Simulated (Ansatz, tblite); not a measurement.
# The cluster Al12P11F3: rung by rung

The task here is to estimate one member of a computed series from the others.

The runs use Ansatz 0.2.0, Gaussian basis; as each input shows.

Plan: GFN1-xTB, GFN2-xTB, PBE-D4/def2-SVP, r2SCAN-D4/def2-SVP, B97M-V/def2-SVP, ωB97X-V/def2-SVP, HSE06-D4/def2-SVP, PBE0-D4/def2-TZVP, PBE-D4/def2-TZVP, HF/STO-3G, HF/6-31G, B3LYP-D4/6-31G, MP2/def2-SVP, RPA/def2-SVP.

**The relaxed structure**

The singlet was relaxed beforehand with r2SCAN-D4/def2-SVP.

26 atoms, charge 0, spin multiplicity 1.

Bond lengths: Al1–P2 2.194 Å, Al1–P6 2.379 Å, Al1–F24 1.949 Å, P2–Al3 2.187 Å, Al3–P4 2.185 Å, P4–Al5 2.196 Å, Al5–P13 2.384 Å, Al5–F25 1.951 Å, P6–Al7 2.264 Å, P6–Al8 2.319 Å, Al7–P10 2.276 Å, Al7–F24 1.811 Å, Al8–P9 2.449 Å, Al8–P16 2.266 Å, P9–Al11 2.399 Å, P9–Al12 2.444 Å, P10–Al11 2.325 Å, P10–Al17 2.394 Å and more. Angles: P2–Al1–P6 131.3°, P2–Al1–F24 121.8°, P6–Al1–F24 89.3°, Al1–P2–Al3 86.6°, P2–Al3–P4 169.9°, Al3–P4–Al5 86.6°, P4–Al5–P13 131.0°, P4–Al5–F25 120.8°, P13–Al5–F25 89.1°, Al1–P6–Al7 73.8°, Al1–P6–Al8 85.4°, Al7–P6–Al8 76.2°, P6–Al7–P10 141.4°, P6–Al7–F24 96.6°, P10–Al7–F24 111.4°, P6–Al8–P9 106.6°, P6–Al8–P16 122.2°, P9–Al8–P16 128.7° and more.

PBE0-D4/def2-SVP was run before; its log isn't repeated, and its numbers join the tables.

Set-up of the first run:

Tight binding, by tblite at 300 K electronic temperature and without a spin-polarisation term:

```python
tblite.interface.Calculator('GFN1-xTB', numbers, positions, charge=0, uhf=0).singlepoint()
```

Tight binding, by tblite at 300 K electronic temperature and without a spin-polarisation term:

```python
tblite.interface.Calculator('GFN2-xTB', numbers, positions, charge=0, uhf=0).singlepoint()
```

start.molden holds the orbitals of an earlier run on this state, given as this run's starting guess.

in.yaml

```yaml
crystal:
  periodic: [false, false, false]
  atoms:
    - {symbol: Al, position_ang: [-1.625857, -3.450625, -0.940527]}
    - {symbol: P, position_ang: [-3.383045, -4.337162, -1.911083]}
    - {symbol: Al, position_ang: [-4.307547, -2.362011, -1.751657]}
    - {symbol: P, position_ang: [-5.499259, -0.532457, -1.829067]}
    - {symbol: Al, position_ang: [-3.784212, 0.469292, -0.891312]}
    - {symbol: P, position_ang: [0.693656, -3.943602, -1.136413]}
    - {symbol: Al, position_ang: [0.372536, -3.246359, 0.993140]}
    - {symbol: Al, position_ang: [0.981079, -1.645731, -1.258025]}
    - {symbol: P, position_ang: [-1.207263, -0.641666, -0.809800]}
    - {symbol: P, position_ang: [1.059291, -1.653099, 2.466007]}
    - {symbol: Al, position_ang: [-0.499882, -0.258772, 1.450842]}
    - {symbol: Al, position_ang: [-0.877886, 1.745980, -1.213593]}
    - {symbol: P, position_ang: [-2.983651, 2.707218, -1.081622]}
    - {symbol: P, position_ang: [-0.837602, 1.784200, 2.512302]}
    - {symbol: Al, position_ang: [-2.557033, 2.060080, 1.043119]}
    - {symbol: P, position_ang: [3.027736, -0.677613, -1.175875]}
    - {symbol: Al, position_ang: [2.556188, -0.432580, 1.050947]}
    - {symbol: Al, position_ang: [3.046537, 1.744416, -0.932184]}
    - {symbol: P, position_ang: [1.000059, 3.008697, -1.136338]}
    - {symbol: P, position_ang: [2.981901, 1.672389, 1.905975]}
    - {symbol: Al, position_ang: [0.968523, 2.437357, 1.081169]}
    - {symbol: P, position_ang: [4.992961, 2.782491, -1.370859]}
    - {symbol: Al, position_ang: [4.961683, 2.614265, 0.813869]}
    - {symbol: F, position_ang: [-1.429940, -3.416994, 0.998713]}
    - {symbol: F, position_ang: [-3.656706, 0.622219, 1.049594]}
    - {symbol: F, position_ang: [6.007723, 2.950056, 2.072688]}
basis:
  gaussian: {orbitals: def2-SVP, fitting: {mean_field: def2-universal-jkfit}, initial_orbitals: start.molden}
hamiltonian: {xc: pbe, dispersion: d4}
scf: {omitted_lower_state_checks: [starts]}
output: {orbitals: {seedname: orbitals}}
```

Run with:

```
$ ansatz run in.yaml --threads 2 --pin off --events-out ev --progress --plain --max-ram 32768MiB --backend cuda --devices 0, --max-vram 18GiB
```

Among the steps run: PBE-D4/def2-SVP; r2SCAN-D4/def2-SVP; B97M-V/def2-SVP; ωB97X-V/def2-SVP; HSE06-D4/def2-SVP; PBE0-D4/def2-TZVP; PBE-D4/def2-TZVP; HF/STO-3G; HF/6-31G; B3LYP-D4/6-31G; MP2/def2-SVP; RPA/def2-SVP.

One table of the session follows, with a row left open; its other results are not shown here.

It belongs to the step «Binding energy». 

| level | binding an atom (eV) |
| --- | --- |
| HF/STO-3G | 3.216 |
| HF/6-31G | 1.382 |
| HF/def2-SVP | 2.123 |
| PBE-D4/def2-SVP | ? |
| PBE-D4/def2-TZVP | 3.712 |
| r2SCAN-D4/def2-SVP | 3.632 |
| B97M-V/def2-SVP | 3.700 |
| B3LYP-D4/6-31G | 2.888 |
| PBE0-D4/def2-SVP | 3.618 |
| PBE0-D4/def2-TZVP | 3.625 |
| HSE06-D4/def2-SVP | 3.622 |
| ωB97X-V/def2-SVP | 3.595 |
| RPA/def2-SVP | 2.985 |
| MP2/def2-SVP | 3.299 |

**Question.** Estimate the row for PBE-D4/def2-SVP.

**Answer.** binding an atom (eV): 3.722. In the column «binding an atom (eV)» it is the highest.

Limits of these values: Free atoms were run apart at each level; binding is atoms less cluster, divided by the number of atoms, without zero-point or spin-orbit terms.
